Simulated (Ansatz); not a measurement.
# RbSiPb: the cost of one run

Computed with Ansatz 0.2.0 (DFT PBE, scalar-relativistic, plane waves, PAW, unless a step's input says otherwise).

1 further run of the same task is left out (it didn't finish).

### Step 1. The system as given

Symmetry: P4/mmm, No. 123, tetragonal system. The conventional cell has a = 4.440 Å, b = 4.440 Å, c = 4.714 Å, α = 90.00°, β = 90.00°, γ = 90.00°. Around Rb (site symmetry 4/mmm) lie 2 Si at 2.36 Å. Si (site symmetry 4/mmm) has 2 Rb at 2.36 Å and 4 Pb at 3.14 Å in its first shell of neighbours. Pb (site symmetry 4/mmm) is surrounded by 4 Si at 3.14 Å.

As a file:

```
CELL_PARAMETERS angstrom
4.43989 0.00000 0.00000
0.00000 4.43989 0.00000
0.00000 0.00000 4.71416
ATOMIC_POSITIONS crystal
Rb 0.00000 0.00000 0.50000
Si 0.00000 0.00000 0.00000
Pb 0.50000 0.50000 0.00000
```

Recipe of the guess: random cell by space group and Wyckoff sites (P4/mmm, No. 123). Lengths come from tabulated atomic sizes and are only a guess.

### Step 2. The guess as it stands, on a coarse mesh

input.yaml

```yaml
crystal:
  lattice:
    - [4.43989009, 0.0, 0.0]
    - [0.0, 4.43989009, 0.0]
    - [0.0, 0.0, 4.71415587]
  atoms:
    - { symbol: Rb, position: [0.0, 0.0, 0.5] }
    - { symbol: Si, position: [0.0, 0.0, 0.0] }
    - { symbol: Pb, position: [0.5, 0.5, 0.0] }
basis:
  ecutwfc: 420
kpoints:
  mp_grid: { grid: [4, 4, 4] }
hamiltonian:
  xc: pbe
scf:
  occupations: { method: gaussian, width: 0.1 }
  lower_state_search: "off"
output:
  forces: true
  stress: true
  eigenvalues: true
```

Started as:

```sh
> ansatz run input.yaml --threads 1 --pin off --max-ram 2560MiB --backend cpu --events-out ev --progress --plain --runs-dir out
```

What time and memory should one allow on 1 thread of AMD EPYC 7R13 (Zen 3), shared host?

About 2.1 s, with a peak of 0.39 GiB.
